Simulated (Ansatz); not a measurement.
Task: a test of scalar relativity of GeH2S, SMILES [SH][GeH], with Ansatz 0.2.0 through its Python package. Give the script and its output. Settings (for the species named): PBE0, cc-pVTZ basis, multiplicity 1.

`geh2s.xyz`
```text
4

S    -0.54340   -1.15050    0.59330
Ge   -0.56140    0.59030   -0.84960
H     0.77400   -1.24840    0.50860
H     0.38630    1.74840   -0.27250
```

The script, `geh2s.py`:
```python
import warnings

import ansatz as az
import numpy as np


def main() -> None:
    warnings.simplefilter("ignore", az.DeckWarning)

    system = az.Crystal.molecule_from_extxyz("geh2s.xyz")

    calc = system.calculation().functional("PBE0").forces()
    sets = {"none": "cc-pVTZ", "scalar": "cc-pVTZ-DK"}
    found = {kind: calc.basis(gaussian=basis).pseudopotentials(relativity=kind).run().report for kind, basis in sets.items()}
    for kind, each in found.items():
        dipole = 4.803205 * np.linalg.norm(each["charge_distribution"]["dipole_moment_e_ang"])
        print(f"{kind:7s} E = {each['free_energy_ev']:.4f} eV  dipole {dipole:.3f} D  largest force component {np.abs(each['forces_ev_ang']).max():.4f} eV/A")
    print(f"relativity lowers the total energy by {found['none']['free_energy_ev'] - found['scalar']['free_energy_ev']:.3f} eV")


if __name__ == "__main__":
    main()
```

`python geh2s.py` gives:
```text
none    E = -67376.1900 eV  dipole 1.170 D  largest force component 0.9294 eV/A
scalar  E = -67998.4311 eV  dipole 1.154 D  largest force component 0.9136 eV/A
relativity lowers the total energy by 622.241 eV
```

The total moves by -622.2 eV, nearly all in the cores, and the dipole from 1.17 to 1.15 D.

Total energies depend on the basis set; only differences at equal settings carry meaning. The geometry is a force-field or estimated start, not a minimum of this method. The basis set changes with the Hamiltonian (a set recontracted for scalar relativity), and most of the change in the total lies in the cores. Run time: 6.1 s on 1 thread of Arm Neoverse V1, on a shared host, peak memory 0.26 GiB.
